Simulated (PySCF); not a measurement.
# RbBe+: bond curves at several levels of theory

What are the lowest state that PBE0 finds, the bond length, vibrational wavenumber and bond energy of RbBe+, and how much do these hang on the method?

Program: PySCF 2.14.0. Level of theory: Rb def2-TZVP with ECP28, Be def2-TZVP, scalar-relativistic core potentials. These are calculated values, not measurements.

## Step 1: Input

Settings of the job:

* atoms: Rb, Be
* charge: 1
* basis: Rb def2-TZVP with ECP28, Be def2-TZVP
* Hamiltonian: scalar-relativistic core potentials
* basis functions: 52
* electrons treated: 12
* masses in u: 84.9118, 9.0122
* levels: PBE0, PBE, r²SCAN, M06-L, BLYP, TPSS, HSE06, HF, MP2, SCS-MP2, CCSD, CCSD(T)
* grid: 80 radial by 434 angular points
* occupations: held fixed by the projection of orbital angular momentum
* dissociation limit: Rb+ + Be, each in its ground configuration
* starting distance in angstrom: 3.120
* values of 2S to try: 0, 2

Command:

```
> OMP_NUM_THREADS=1 python dia.py task.json out
```

After this run come: PBE0 along the bond; Higher solutions at PBE0; PBE; r²SCAN (meta-GGA); M06-L (meta-GGA); BLYP; TPSS; HSE06; RHF; Adding correlation.

**Question.** What will these runs give? Wanted: for each run, Re; ωe; De; μ.

As calculated:

Lowest PBE0 solution found, without spin–orbit coupling: ¹Σ⁺ (singlet), closed shell. State 2 has its PBE0 minimum 2.14 eV higher. The other levels ran on the lowest alone.

```
      level  Re (Å)  ωe (cm⁻¹)  De (eV)  μ (D)
        RHF   3.945       95.1    0.142   0.24
    RHF-MP2   3.777      105.9    0.170    n/a
RHF-SCS-MP2   3.810      102.2    0.160    n/a
   RHF-CCSD   3.805       99.6    0.146    n/a
RHF-CCSD(T)   3.788      101.3    0.149    n/a
        PBE   3.691      118.7    0.209   0.63
       BLYP   3.767      108.9    0.176   0.56
       TPSS   3.740      113.3    0.190   0.54
     r²SCAN   3.760      111.9    0.178   0.49
      M06-L   3.769      100.0    0.164   0.41
       PBE0   3.701      117.3    0.196   0.56
      HSE06   3.700      117.8    0.200   0.58
```

De is counted to Rb+ + Be in their ground configurations. A positive dipole points from Rb to Be; in an ion it is taken about the centre of mass and does not tell which atom is negative.

The methods spread over 0.254 Å in bond length, from PBE to RHF. CCSD(T) can't serve as the judge here: for a weak bond in this basis it is far from its limit. Among the levels with a De in the table, it runs from 0.142 eV (RHF) to 0.209 eV (PBE).

The bond is weak, and basis-set superposition, which was not computed, may be a sizeable part of it. Spin–orbit coupling is left out.
